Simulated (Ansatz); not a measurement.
# CuNiSO: the cost of one run

Program: Ansatz 0.2.0. Level of theory: reference: DFT r2SCAN, plane waves, PAW, scalar-relativistic, no spin polarisation. These are calculated values, not measurements.

## Step 1: Starting point

The structure is tetragonal, space group P4/nmm (No. 129). The conventional cell has a = 3.857 Å, b = 3.857 Å, c = 8.725 Å, α = 90.00°, β = 90.00°, γ = 90.00°. Around Cu (site symmetry -4m2) lie 4 S at 2.36 Å. S (site symmetry 4mm) is surrounded by 4 Cu at 2.36 Å. Around Ni (site symmetry -4m2) lie 4 O at 2.03 Å. O (site symmetry 4mm) has 4 Ni at 2.03 Å as nearest neighbours.

Coordinates:

```cif
data_structure
_symmetry_space_group_name_H-M 'P4/nmm:1'
_symmetry_Int_Tables_number 129
_cell_length_a 3.8572
_cell_length_b 3.8572
_cell_length_c 8.7249
_cell_angle_alpha 90.000
_cell_angle_beta 90.000
_cell_angle_gamma 90.000
_cell_volume 129.81
loop_
_atom_site_label
_atom_site_type_symbol
_atom_site_symmetry_multiplicity
_atom_site_Wyckoff_symbol
_atom_site_fract_x
_atom_site_fract_y
_atom_site_fract_z
_atom_site_occupancy
Cu1 Cu 2 b 0.00000 0.00000 0.50000 1
S1 S 2 c 0.50000 0.00000 0.34420 1
Ni1 Ni 2 a 0.50000 0.50000 0.00000 1
O1 O 2 c 0.50000 0.00000 0.92560 1
```

## Step 2: Baseline

File input.yaml:

```yaml
crystal:
  lattice:
    - [3.857241, 0.0, 0.0]
    - [0.0, 3.857241, 0.0]
    - [0.0, 0.0, 8.724941]
  atoms:
    - { symbol: Cu, position: [0.75, 0.25, 0.5] }
    - { symbol: Cu, position: [0.25, 0.75, 0.5] }
    - { symbol: S, position: [0.25, 0.25, 0.3442] }
    - { symbol: S, position: [0.75, 0.75, 0.6558] }
    - { symbol: Ni, position: [0.25, 0.75, 0.0] }
    - { symbol: Ni, position: [0.75, 0.25, 0.0] }
    - { symbol: O, position: [0.25, 0.25, 0.9256] }
    - { symbol: O, position: [0.75, 0.75, 0.0744] }
  symmetry: { tolerance: 0.0003 }
kpoints:
  mp_grid: { grid: [5, 5, 2], shift: [0, 0, 0] }
magnetization:
  spin_polarized: false
scf:
  occupations: { method: methfessel_paxton, width: 0.0169 }
hamiltonian:
  pseudopotentials: { kind: paw }
  xc: r2scan
basis:
  ecutwfc: 500
output:
  forces: true
  stress: true
  eigenvalues: true
```

Command:

```console
> ansatz run input.yaml --threads 1 --pin off --max-ram 2560MiB --backend cpu --events-out ev --progress --plain --runs-dir out
```

What time and memory should one allow on 1 thread of Intel Xeon Platinum 8488C (Sapphire Rapids), shared host?

About 24 s, with a peak of 0.75 GiB.
